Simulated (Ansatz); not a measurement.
# BeZn3Te: the cost of one run

Method: DFT PBE, scalar-relativistic, plane waves, PAW, unless a step names another level, in Ansatz 0.2.0.

12 further runs of the same task are left out: 2 that didn't finish, 10 set aside as unsound or not needed.

### 1 The formula and the candidates

Pauling electronegativities: Be 1.57, Zn 1.65, Te 2.10 (spread 0.53). No set of common oxidation states balances it. Tabulated atomic sizes suggest about 16 Å³/atom. 22 candidates were drawn, by swapping species into database cells of other compounds, at random by space group and Wyckoff sites, or by hand, as the table says:

```csv
name,made from,space group no.,Wyckoff sites,atoms (primitive cell),V (Å³/atom)
c01,random,115,"Be 1a; Zn 2g, 1c; Te 1b",5,17.5
c02,random,65,"Be 2a; Zn 4k, 2d; Te 2c",5,19.7
c03,random,225,"Be 8c; Zn 24e; Te 4a, 4b",10,17.2
c04,built by hand: layered BeTe litharge-type slab with fcc Zn,129,"Be 2a; Zn 4f, 2c; Te 2c",10,16.3
c05,database cell of RbCuCl3,194,Be 2a; Zn 6h; Te 2d,10,15.6
c06,random,166,Be 6c; Zn 18h; Te 6c,10,19.2
c07,database cell of TiPbO3,47,"Be 1h; Zn 1g, 1f, 1d; Te 1a",5,15.5
c08,"built by hand: hexagonal antiperovskite, anti-BaNiO3",194,Be 2a; Zn 6h; Te 2d,10,16.3
c09,built by hand: cubic antiperovskite,221,Be 1b; Zn 3c; Te 1a,5,16.3
c10,database cell of KNbO3,99,"Be 1a; Zn 2c, 1a; Te 1b",5,14.3
c11,random,183,"Be 1a; Zn 1a, 2b; Te 1a",5,18.7
c12,random,166,Be 3a; Zn 9e; Te 3b,5,19.1
c13,database cell of SrCoO3,127,"Be 2d; Zn 4g, 2c; Te 2b",10,14.2
c14,random,65,"Be 2b; Zn 4k, 2c; Te 2a",5,17.5
c15,database cell of Pr3SnN,221,Be 1a; Zn 3d; Te 1b,5,17.3
c16,database cell of RbInBr3,8,"Be 2a; Zn 4b, 2a; Te 2a",5,18.9
c17,built by hand: layered ZnTe litharge-type slab with Zn-Be metal,129,"Be 2c; Zn 4f, 2a; Te 2c",10,16.3
c18,database cell of GdRh3C,221,Be 1b; Zn 3c; Te 1a,5,15.4
c19,random,129,"Be 2c; Zn 4f, 2c; Te 2a",10,16.7
c20,random,187,Be 1a; Zn 3j; Te 1e,5,20.2
c21,database cell of KAgCl3,99,"Be 1b; Zn 2c, 1a; Te 1a",5,16.2
c22,random,123,"Be 1b, 1a; Zn 2h, 4l; Te 2e",10,21.1
```

### 2 Screening run of c04

The input, input.yaml:

```yaml
crystal:
  lattice:
    - [3.97, 0.0, 0.0]
    - [0.0, 3.97, 0.0]
    - [0.0, 0.0, 10.34]
  atoms:
    - { symbol: Be, position: [0.5, 0.5, 0.0] }
    - { symbol: Be, position: [0.0, 0.0, 0.0] }
    - { symbol: Zn, position: [0.0, 0.0, 0.682] }
    - { symbol: Zn, position: [0.0, 0.0, 0.318] }
    - { symbol: Zn, position: [0.5, 0.5, 0.682] }
    - { symbol: Zn, position: [0.5, 0.5, 0.318] }
    - { symbol: Zn, position: [0.5, 0.0, 0.5] }
    - { symbol: Zn, position: [0.0, 0.5, 0.5] }
    - { symbol: Te, position: [0.5, 0.0, 0.861] }
    - { symbol: Te, position: [0.0, 0.5, 0.139] }
basis:
  ecutwfc: 420
kpoints:
  mp_grid: { grid: [4, 4, 2] }
hamiltonian:
  xc: pbe
scf:
  occupations: { method: gaussian, width: 0.2 }
  lower_state_search: "off"
output:
  forces: true
  stress: true
  eigenvalues: true
relax:
  adjacent_minimum: "off"
  f_tol: 0.08
  max_steps: 16
  cell: { stress_tol: 0.8 }
```

Command:

```sh
> ansatz run input.yaml --threads 1 --pin off --max-ram 2560MiB --backend cpu --events-out ev --progress --plain --runs-dir out
```

Q: Estimate wall time and peak memory on 1 thread of AMD EPYC 9R45 (Zen 5), shared host.

About 52 s, with a peak of 0.59 GiB.
